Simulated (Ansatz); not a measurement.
# MgGeH (quartet): from Hartree-Fock to the top rungs at distance Mg2–H3 = 2.684 Å, 6-31G

Aim: climb from Hartree-Fock through coupled cluster and multireference methods for MgGeH (quartet) at one geometry and basis, and see what each rung misses.

The runs use Ansatz 0.2.0, Gaussian basis; 6-31G, core rule «outside noble gas», up to 19 orbitals frozen.

The runs, in order: UHF; CCSD(T) on ROHF; CCSD(T) on UHF; BCCD(T) on ROHF; CISD; CCSDT(Q) on ROHF; CCSDT(Q) on UHF; CASSCF and MRCISD+Q, 5 electrons in 5 orbitals; CASSCF and NEVPT2, 5 electrons in 5 orbitals; CASSCF and MRCISD+Q, 7 electrons in 9 orbitals; CASSCF and NEVPT2, 7 electrons in 9 orbitals; Full CI.

18 further runs of the same task are left out: 15 that didn't finish, 3 set aside as unsound or not needed.

## 1. The system

The geometry derives from a PBE0/def2-TZVP stationary point (not a proven minimum). One bond is set to the value named and the two fragments are kept rigid. No spin-orbit coupling is included. The filled d shell of Ge may be among the frozen orbitals whatever the setting's name suggests; the logs give the count.

3 atoms, charge 0, spin multiplicity 4.

Atoms are counted from 1 here; the program's logs count them from 0.

Bond lengths: Ge1–Mg2 2.553 Å.

Geometry (Å):

```xyz
3

Ge    0.0000    0.0000   -2.5964
Mg    0.0000    0.0000   -0.0438
H     0.0000    0.0000    2.6402
```

## 2. UHF

in.yaml

```yaml
crystal:
  periodic: [false, false, false]
  atoms:
    - {symbol: Ge, position_ang: [0.000000, 0.000000, -2.596412]}
    - {symbol: Mg, position_ang: [0.000000, 0.000000, -0.043794]}
    - {symbol: H, position_ang: [0.000000, 0.000000, 2.640206]}
basis:
  gaussian: {orbitals: 6-31G}
magnetization: {spin_polarized: true, initial_magnetization: 3}
hamiltonian: {xc: hf}
output: {orbitals: {seedname: orbitals}}
```

On the command line:

```console
ansatz run in.yaml --threads 1 --pin off --events-out ev --progress --plain --max-ram 2393MiB
```

After this run come: CCSD(T) on ROHF; CCSD(T) on UHF; BCCD(T) on ROHF; CISD; CCSDT(Q) on ROHF; CCSDT(Q) on UHF; CASSCF and MRCISD+Q, 5 electrons in 5 orbitals; CASSCF and NEVPT2, 5 electrons in 5 orbitals; CASSCF and MRCISD+Q, 7 electrons in 9 orbitals; CASSCF and NEVPT2, 7 electrons in 9 orbitals; Full CI.

Before running them: what should the planned runs give, taken together? Wanted: FCI from the RHF energy; RMP2 from FCI; UMP2 from FCI; RCCSD from FCI; RCCSD(T) from FCI; UCCSD(T) from FCI; RCCSDT(Q) from FCI; UCCSDT(Q) from FCI; NEVPT2 pair from FCI.

**Answer**, as computed:

```
                         quantity                                                                                                value
          FCI from the ROHF energy                                                                                           -2.1198 eV
                    RMP2 from FCI                                                                                           +881.5 meV
                    UMP2 from FCI                                                                                           +756.7 meV
                   RCCSD from FCI                                                                                           +100.9 meV
                RCCSD(T) from FCI                                                                                            +38.4 meV
                UCCSD(T) from FCI                                                                                            +27.9 meV
               RCCSDT(Q) from FCI                                                                                             +0.9 meV
               UCCSDT(Q) from FCI                                                                                             -1.9 meV
             NEVPT2 pair from FCI                                                                                           +375.8 meV
           MRCISD+Q pair from FCI                                                                                            +44.5 meV
          NEVPT2 valence from FCI                                                                                           +142.5 meV
levels within 1 kcal/mol (43 meV)  RCCSD(T), UCCSD(T), BCCD(T), RCCSDT, UCCSDT, RCCSDT(Q), UCCSDT(Q), MRCISD valence, MRCISD+Q valence
                    T1 diagnostic                                                                                                0.069
   effectively unpaired electrons                                                                                                 3.22
```

In words: RCCSD(T) misses by +38.4 meV, 1.8 % of the correlation energy. The occupations show some static correlation. Of the multireference levels listed MRCISD+Q valence comes nearest in total energy (+9.0 meV), which doesn't show that its space is the better one. These misses are within one basis, not against nature; the frozen cores of restricted and unrestricted runs differ, which can shift their rows.

Levels on UHF freeze UHF's core orbitals, full CI those of ROHF, so the U rows can settle a little off it for that reason alone.

With open shells the CI space here admits some triples and quadruples, so it is larger than plain CISD.
